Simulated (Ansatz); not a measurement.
# F2Ge2H4: the cost of one run

Method: RKS PBE/def2-SVP, in Ansatz 0.2.0.

**1. The system as given**

Bond lengths: Ge1–H2 1.550 Å, Ge1–F3 1.680 Å, Ge1–Ge4 2.398 Å, Ge4–H5 1.550 Å, Ge4–H6 1.550 Å, Ge4–H7 1.550 Å, Ge1–F8 1.679 Å. Angles: H2–Ge1–F3 109.4°, H2–Ge1–Ge4 109.5°, H2–Ge1–F8 109.5°, F3–Ge1–Ge4 109.5°, F3–Ge1–F8 109.5°, Ge4–Ge1–F8 109.5°, Ge1–Ge4–H5 109.5°, Ge1–Ge4–H6 109.5°, Ge1–Ge4–H7 109.5°, H5–Ge4–H6 109.4°, H5–Ge4–H7 109.4°, H6–Ge4–H7 109.4°.

Coordinates:

```xyz
8

Ge    0.0000    0.0000    0.0000
H     0.0000    0.0000    1.5500
F     1.5842    0.0000   -0.5594
Ge   -1.1304    1.9584   -0.7992
H    -2.6003    1.6043   -1.1405
H    -1.1048    3.0541    0.2968
H    -0.4177    2.4843   -2.0712
F    -0.7913   -1.3709   -0.5594
```

**2. Relaxing the start**

The input, input.yaml:

```yaml
crystal:
  periodic: [false, false, false]
  atoms:
    - { symbol: Ge, position_ang: [0.0, 0.0, 0.0] }
    - { symbol: H, position_ang: [0.0, 0.0, 1.55] }
    - { symbol: F, position_ang: [1.5842, 0.0, -0.5594] }
    - { symbol: Ge, position_ang: [-1.1304, 1.9584, -0.7992] }
    - { symbol: H, position_ang: [-2.6003, 1.6043, -1.1405] }
    - { symbol: H, position_ang: [-1.1048, 3.0541, 0.2968] }
    - { symbol: H, position_ang: [-0.4177, 2.4843, -2.0712] }
    - { symbol: F, position_ang: [-0.7913, -1.3709, -0.5594] }
basis:
  gaussian: { orbitals: def2-SVP }
hamiltonian:
  xc: pbe
relax:
  f_tol: 0.02
  max_steps: 40
```

The run is started by

```bash
$ ansatz run input.yaml --threads 4 --pin off --max-ram 5120MiB --backend cpu --events-out ev --progress --plain --runs-dir out
```

Q: Estimate wall time and peak memory on 4 threads of Arm Neoverse V2, shared host.

About 13 s, with a peak of 0.17 GiB.
